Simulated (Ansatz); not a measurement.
**F3GeH3Sn: one species, many methods**

One table from this session's results is given with a row withheld; the runs are named, their logs left out.

Program: Ansatz 0.2.0, Gaussian basis. Level of theory: functionals in def2-TZVPP, the program's frozen cores in correlated methods. These are calculated values, not measurements.

Plan: LDA (SPW92), PBE-D4, revPBE-D4, BLYP-D4, r2SCAN-D4, B97M-V, PBE0-D4, B3LYP-D4, r2SCANh-D4, r2SCAN0-D4, HSE06-D4, BHLYP-D4, CAM-B3LYP-D4, LC-ωPBE, ωB97X-V, ωB97M-V, B2PLYP, PBE-QIDH; CCSD(T)/def2-SVP; CCSD(T)/def2-TZVPP; MP2/def2-QZVPP; extrapolation to the limit; RPA on PBE.

## Structure used throughout

An earlier PBE0-D4 in a triple-zeta def2 set relaxation fixed the geometry. Sn takes the def2 core potential; no spin-orbit term is included.

SMILES `[F][Sn]([F])([F])[GeH3]`, 8 atoms, charge 0, spin multiplicity 1.

Atoms are counted from 1 here; the program's logs count them from 0.

Bond lengths: F1–Sn2 1.903 Å, Sn2–F3 1.903 Å, Sn2–F4 1.903 Å, Sn2–Ge5 2.595 Å, Ge5–H6 1.528 Å, Ge5–H7 1.528 Å, Ge5–H8 1.528 Å. Angles: F1–Sn2–F3 103.4°, F1–Sn2–F4 103.4°, F1–Sn2–Ge5 115.1°, F3–Sn2–F4 103.4°, F3–Sn2–Ge5 115.0°, F4–Sn2–Ge5 115.0°, Sn2–Ge5–H6 106.4°, Sn2–Ge5–H7 106.4°, Sn2–Ge5–H8 106.4°, H6–Ge5–H7 112.4°, H6–Ge5–H8 112.3°, H7–Ge5–H8 112.3°.

As a file:

```xyz
8
F3GeH3Sn
F     0.0179   -2.2588    1.3193
Sn    0.7280   -0.8920    0.2016
F     2.3583   -0.4214    1.0635
F     1.3050   -1.8423   -1.3430
Ge   -0.8789    1.0917   -0.2658
H    -1.2044    1.7133    1.0916
H    -2.1129    0.4980   -0.9441
H    -0.1209    2.0545   -1.1789
```

The first run:

The input, in.yaml:

```yaml
crystal:
  periodic: [false, false, false]
  atoms:
    - {symbol: F, position_ang: [0.017873, -2.258816, 1.319342]}
    - {symbol: Sn, position_ang: [0.728000, -0.891993, 0.201620]}
    - {symbol: F, position_ang: [2.358253, -0.421441, 1.063512]}
    - {symbol: F, position_ang: [1.305046, -1.842260, -1.343043]}
    - {symbol: Ge, position_ang: [-0.878880, 1.091687, -0.265844]}
    - {symbol: H, position_ang: [-1.204435, 1.713280, 1.091649]}
    - {symbol: H, position_ang: [-2.112857, 0.498007, -0.944068]}
    - {symbol: H, position_ang: [-0.120900, 2.054536, -1.178869]}
basis:
  gaussian: {orbitals: def2-TZVPP}
hamiltonian: {xc: lda}
output: {orbitals: {seedname: orbitals}}
```

Among the steps run: LDA; PBE-D4 (GGA); revPBE-D4 (GGA); BLYP-D4 (GGA); r2SCAN-D4 (meta-GGA); B97M-V (meta-GGA); PBE0-D4 (hybrid); B3LYP-D4 (hybrid); r2SCANh-D4 (hybrid); r2SCAN0-D4 (hybrid); HSE06-D4 (hybrid); BHLYP-D4 (hybrid); CAM-B3LYP-D4 (range-separated); LC-ωPBE-D4 (range-separated; the results give it without D4); ωB97X-V (range-separated); ωB97M-V (range-separated); B2PLYP (double hybrid); PBE-QIDH (double hybrid).

One table of the session follows, with a row left open; its other results are not shown here.

It belongs to the step «Orbital energies across the functionals». 

```
  functional  HOMO (eV)  LUMO (eV)  gap (eV)
 LDA (SPW92)      -8.39      -3.35      5.05
      PBE-D4      -8.17      -2.99      5.18
   revPBE-D4      -8.09      -2.86      5.23
     BLYP-D4      -8.06      -2.97      5.09
   r2SCAN-D4      -8.53      -2.75      5.78
      B97M-V      -8.57      -2.73      5.84
     PBE0-D4      -9.51      -2.08      7.43
    B3LYP-D4      -9.29      -2.42      6.88
  r2SCANh-D4          ?          ?         ?
  r2SCAN0-D4      -9.75      -1.94      7.81
    HSE06-D4      -9.11      -2.44      6.67
    BHLYP-D4     -10.69      -1.16      9.53
CAM-B3LYP-D4     -10.79      -1.14      9.66
     LC-ωPBE     -12.01       0.16     12.17
     ωB97X-V     -11.70       0.05     11.75
     ωB97M-V     -11.57      -0.14     11.43
```

Estimate the missing values for r2SCANh-D4.

Worked estimate for «HOMO (eV)». Against the share of exact exchange, r2SCAN-D4 (0, -8.53), r2SCAN0-D4 (0.25, -9.75) give a slope of -4.88 per unit share; at 0.1 the line stands at -9.02.

As computed: HOMO (eV): -9.03; LUMO (eV): -2.43; gap (eV): 6.60. In «HOMO (eV)» the line misses by +0.01.
